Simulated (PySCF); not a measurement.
# C7H14N2: the cost of one run

Computed with PySCF 2.14.0 and routines of our own; the level stands in each step. Atoms count from 0.

### Step 1. The starting structure

23 atoms, charge 0, multiplicity 1; geometry from: GFN2-xTB.

### Step 2. Vibronic structure: TDA PBE0/6-31G*

The job: settings as JSON, then the geometry in Å.

```
{"job": {"kind": "vib", "xc": "PBE0", "basis": "6-31G*", "tda": true}, "charge": 0, "multiplicity": 1}
C     -2.869861    -1.287882     1.325413
C     -2.703255    -0.242042     0.520951
C     -1.425839     0.265372     0.036600
C     -0.173707    -0.476479     0.429503
C      1.093955     0.126399    -0.166167
C      2.346907    -0.600896     0.314168
C      3.611602    -0.003307    -0.290289
N     -1.260201     1.296490    -0.703463
N     -2.241656     2.129848    -1.083429
H     -2.044761    -1.863427     1.706199
H     -3.851230    -1.603068     1.638508
H     -3.587206     0.292989     0.192936
H     -0.098292    -0.471079     1.520947
H     -0.268171    -1.519785     0.113996
H      1.148128     1.179358     0.110709
H      1.034794     0.079169    -1.254148
H      2.279680    -1.657985     0.044330
H      2.404854    -0.541560     1.403786
H      4.494108    -0.537242     0.055554
H      3.577634    -0.061934    -1.375928
H      3.710289     1.042828    -0.008682
H     -1.974860     2.667472    -1.894713
H     -3.207666     1.813747    -1.080826
```

With the program's defaults for keys left out, this is: TDA PBE0/6-31G* vertical-gradient vibronic structure (displaced harmonic oscillators, Condon), gas phase.

On the command line:

```sh
$ OMP_NUM_THREADS=1 python excited_run.py task.json out
```

This one command runs all jobs of the session in turn.

Q: Estimate the wall time and peak memory of this first job on 1 thread of Arm Neoverse V1, shared host.

About 37 s, with a peak of 0.9 GiB.
